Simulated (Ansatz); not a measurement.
**C₂H₁₀AlBSi: a ladder of functionals and wavefunction methods**

An exercise on one series of results from a longer session: the logs are not shown, and one member is left open.

The runs use Ansatz 0.2.0, Gaussian basis; functionals in def2-TZVPP, the program's frozen cores in correlated methods.

Plan: PBE-D4, r2SCAN-D4, PBE0-D4, B3LYP-D4, ωB97X-V, ωB97M-V, B2PLYP; CCSD(T)/def2-TZVPP; MP2/def2-QZVPP; extrapolation to the limit.

**The geometry**

An earlier PBE0-D4 in a triple-zeta def2 set relaxation fixed the geometry.

SMILES `B[SiH2][CH2][AlH][CH3]`, 15 atoms, charge 0, spin multiplicity 1.

Atoms are counted from 1 here; the program's logs count them from 0.

Bond lengths: B1–Si2 2.013 Å, B1–H6 1.200 Å, B1–H7 1.196 Å, Si2–C3 1.874 Å, Si2–H8 1.495 Å, Si2–H9 1.498 Å, C3–Al4 1.949 Å, C3–H10 1.093 Å, C3–H11 1.099 Å, Al4–C5 1.959 Å, Al4–H12 1.590 Å, C5–H13 1.100 Å, C5–H14 1.095 Å, C5–H15 1.096 Å. Angles: Si2–B1–H6 119.0°, Si2–B1–H7 124.0°, H6–B1–H7 116.8°, B1–Si2–C3 109.4°, B1–Si2–H8 112.2°, B1–Si2–H9 106.9°, C3–Si2–H8 108.8°, C3–Si2–H9 113.2°, H8–Si2–H9 106.3°, Si2–C3–Al4 107.5°, Si2–C3–H10 112.5°, Si2–C3–H11 107.3°, Al4–C3–H10 113.4°, Al4–C3–H11 108.1°, H10–C3–H11 107.8°, C3–Al4–C5 117.1°, C3–Al4–H12 122.9°, C5–Al4–H12 119.9° and more.

Set-up of the first run:

in.yaml

```yaml
crystal:
  periodic: [false, false, false]
  atoms:
    - {symbol: B, position_ang: [-0.114307, 1.833418, 0.531028]}
    - {symbol: Si, position_ang: [-1.280897, 0.286933, 1.078913]}
    - {symbol: C, position_ang: [-0.265110, -1.287593, 1.087138]}
    - {symbol: Al, position_ang: [0.481287, -1.511090, -0.699813]}
    - {symbol: C, position_ang: [1.074511, 0.108266, -1.628105]}
    - {symbol: H, position_ang: [0.942829, 1.986459, 1.077158]}
    - {symbol: H, position_ang: [-0.438722, 2.668431, -0.260871]}
    - {symbol: H, position_ang: [-2.445777, 0.104543, 0.159116]}
    - {symbol: H, position_ang: [-1.854028, 0.626842, 2.420559]}
    - {symbol: H, position_ang: [-0.837083, -2.153138, 1.430465]}
    - {symbol: H, position_ang: [0.567345, -1.135165, 1.787649]}
    - {symbol: H, position_ang: [0.559572, -2.919501, -1.433582]}
    - {symbol: H, position_ang: [1.261753, 0.971890, -0.972339]}
    - {symbol: H, position_ang: [2.003198, -0.052389, -2.185462]}
    - {symbol: H, position_ang: [0.323531, 0.421394, -2.362454]}
basis:
  gaussian: {orbitals: def2-TZVPP}
hamiltonian: {xc: pbe, dispersion: d4}
output: {forces: true, orbitals: {seedname: orbitals}}
```

On the command line:

```bash
> ansatz run in.yaml --threads 4 --pin off --events-out ev --progress --plain --max-ram 10444MiB
```

Steps of the session up to this table: PBE-D4 (GGA); r2SCAN-D4 (meta-GGA); PBE0-D4 (hybrid); B3LYP-D4 (hybrid); ωB97X-V (range-separated); ωB97M-V (range-separated); B2PLYP (double hybrid); CCSD(T) in def2-TZVPP; MP2 in def2-QZVPP.

One table of the session follows, with a row left open; its other results are not shown here.

```
            method  atomisation energy (eV)
            PBE-D4                   52.217
         r2SCAN-D4                   52.309
           PBE0-D4                        ?
          B3LYP-D4                   52.133
           ωB97X-V                   52.319
           ωB97M-V                   52.246
            B2PLYP                   51.456
     HF/def2-TZVPP                   40.153
    MP2/def2-TZVPP                   51.028
   CCSD/def2-TZVPP                   50.395
CCSD(T)/def2-TZVPP                   50.905
           MP2/CBS                   52.150
       CCSD(T)/CBS                   52.027
```

Q: Estimate the row for PBE0-D4 from the others.

**Answer.** atomisation energy (eV): 52.004. In the column «atomisation energy (eV)» it lies between B2PLYP (51.456) and CCSD(T)/CBS (52.027).
